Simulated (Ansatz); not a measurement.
**F₃GeHS: small, medium and large basis sets**

An exercise on one series of results from a longer session: the logs are not shown, and one member is left open.

The runs use Ansatz 0.2.0, Gaussian basis; one geometry, several basis sets.

Plan: PBE0-D4/def2-SVP; ωB97M-V/def2-SVP; PBE0-D4/def2-QZVPP; ωB97M-V/def2-QZVPP; the functionals' def2-TZVPP values are taken from earlier runs.

### The relaxed structure

All runs share one geometry, relaxed beforehand with PBE0-D4 in a triple-zeta def2 set.

SMILES `[F][Ge]([F])([F])[SH]`, 6 atoms, charge 0, spin multiplicity 1.

Atoms are counted from 1 here; the program's logs count them from 0.

Bond lengths: F1–Ge2 1.708 Å, Ge2–F3 1.705 Å, Ge2–F4 1.708 Å, Ge2–S5 2.166 Å, S5–H6 1.346 Å. Angles: F1–Ge2–F3 107.3°, F1–Ge2–F4 104.5°, F1–Ge2–S5 113.9°, F3–Ge2–F4 107.2°, F3–Ge2–S5 109.4°, F4–Ge2–S5 114.1°, Ge2–S5–H6 91.5°.

Set-up of the first run:

File in.yaml:

```yaml
crystal:
  periodic: [false, false, false]
  atoms:
    - {symbol: F, position_ang: [-0.787501, -1.054028, 1.261123]}
    - {symbol: Ge, position_ang: [0.246529, -0.390902, 0.074448]}
    - {symbol: F, position_ang: [1.843584, -0.807953, 0.501540]}
    - {symbol: F, position_ang: [-0.134008, -1.247798, -1.353113]}
    - {symbol: S, position_ang: [0.092553, 1.760763, -0.119974]}
    - {symbol: H, position_ang: [-1.219058, 1.675917, -0.410324]}
basis:
  gaussian: {orbitals: def2-SVP}
hamiltonian: {xc: pbe0, dispersion: d4}
output: {orbitals: {seedname: orbitals}}
```

Among the steps run: PBE0-D4 in def2-SVP; ωB97M-V in def2-SVP; PBE0-D4 in def2-QZVPP; ωB97M-V in def2-QZVPP.

One table of the session follows, with a row left open; its other results are not shown here.

It belongs to the step «Density functionals: the series». 

| functional | basis | HOMO (eV) |
| --- | --- | --- |
| PBE0-D4 | def2-SVP | -8.81 |
| PBE0-D4 | def2-TZVPP | -8.90 |
| PBE0-D4 | def2-QZVPP | -8.93 |
| ωB97M-V | def2-SVP | -11.00 |
| ωB97M-V | def2-TZVPP | -11.13 |
| ωB97M-V | def2-QZVPP | ? |

Estimate the missing values for ωB97M-V, def2-QZVPP.

As computed: HOMO (eV): -11.17. In the column «HOMO (eV)» it is the lowest.
